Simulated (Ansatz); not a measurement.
# AlAs+ (quartet): wB97M-V, B2PLYP over a scan of the distance Al1–As2, cc-pVDZ

How well do these functionals follow the top wave-function level for AlAs+ (quartet) over a scan of the distance Al1–As2?

Program: Ansatz 0.2.0, Gaussian basis. Level of theory: cc-pVDZ, all electrons in the functionals, frozen cores in the correlation of double hybrids and RPA. These are calculated values, not measurements.

To be run: wB97M-V, B2PLYP, at 2.041 Å; 2.315 Å; 2.582 Å; 2.773 Å; 3.166 Å; 3.546 Å; 4.110 Å; 4.859 Å; 5.712 Å; 6.912 Å; 8.827 Å.

16 further runs of the same task are left out: 2 for a known fault of the program, 13 that didn't finish, 1 set aside as unsound or not needed.

### Step 1. The system

The geometry derives from a PBE0/def2-TZVP stationary point (not a proven minimum). One bond is set to the value named and the two fragments are kept rigid. No spin-orbit coupling is included. The filled d shell of As may be among the frozen orbitals whatever the setting's name suggests; the logs give the count.

2 atoms, charge 1, spin multiplicity 4.

Atoms are counted from 1 here; the program's logs count them from 0.

Bond lengths: Al1–As2 2.582 Å.

No dispersion term is added; wB97M-V holds VV10 nonlocal correlation.

The geometry shown and the zero of energy belong to the point 2.582 Å. The yardstick, FCI, and other wave-function levels (R restricted, U unrestricted, valence and pair active spaces) come from earlier runs.

### Step 2. wB97M-V, 2.041 Å

File in.yaml:

```yaml
crystal:
  periodic: [false, false, false]
  atoms:
    - {symbol: Al, position_ang: [0.000000, 0.000000, 0.000000]}
    - {symbol: As, position_ang: [0.000000, 0.000000, 2.041000]}
basis:
  gaussian: {orbitals: cc-pVDZ}
total_charge: 1
magnetization: {spin_polarized: true, initial_magnetization: 3}
hamiltonian: {xc: {name: wB97M-V}}
output: {orbitals: {seedname: orbitals}}
```

Launch:

```console
ansatz run in.yaml --threads 1 --pin off --events-out ev --progress --plain --max-ram 2393MiB
```

After this run come: wB97M-V, 2.315 Å; wB97M-V, 2.582 Å; wB97M-V, 2.773 Å; wB97M-V, 3.166 Å; wB97M-V, 3.546 Å; wB97M-V, 4.110 Å; wB97M-V, 4.859 Å; wB97M-V, 5.712 Å; wB97M-V, 6.912 Å; wB97M-V, 8.827 Å; B2PLYP, 2.041 Å; B2PLYP, 2.315 Å; B2PLYP, 2.582 Å; B2PLYP, 2.773 Å; B2PLYP, 3.166 Å; B2PLYP, 3.546 Å; B2PLYP, 4.110 Å; B2PLYP, 4.859 Å; B2PLYP, 5.712 Å; B2PLYP, 6.912 Å; B2PLYP, 8.827 Å.

Q: Predict the results of all the runs planned. Wanted: span of the FCI curve; largest miss, wB97M-V; largest miss, B2PLYP.

**Answer**, as computed:

| quantity | value |
| --- | --- |
| span of the FCI curve | 173.3 kJ/mol |
| largest miss, wB97M-V | -21.4 kJ/mol (2.041 Å) |
| largest miss, B2PLYP | +19.1 kJ/mol (8.827 Å) |

Of the functionals, B2PLYP keep the smallest largest miss at the points compared (at most 19.1 kJ/mol) and wB97M-V strays most (21.4 kJ/mol, at 2.041 Å). Functionals and the yardstick converge differently with the basis, so part of each miss in cc-pVDZ is the basis.
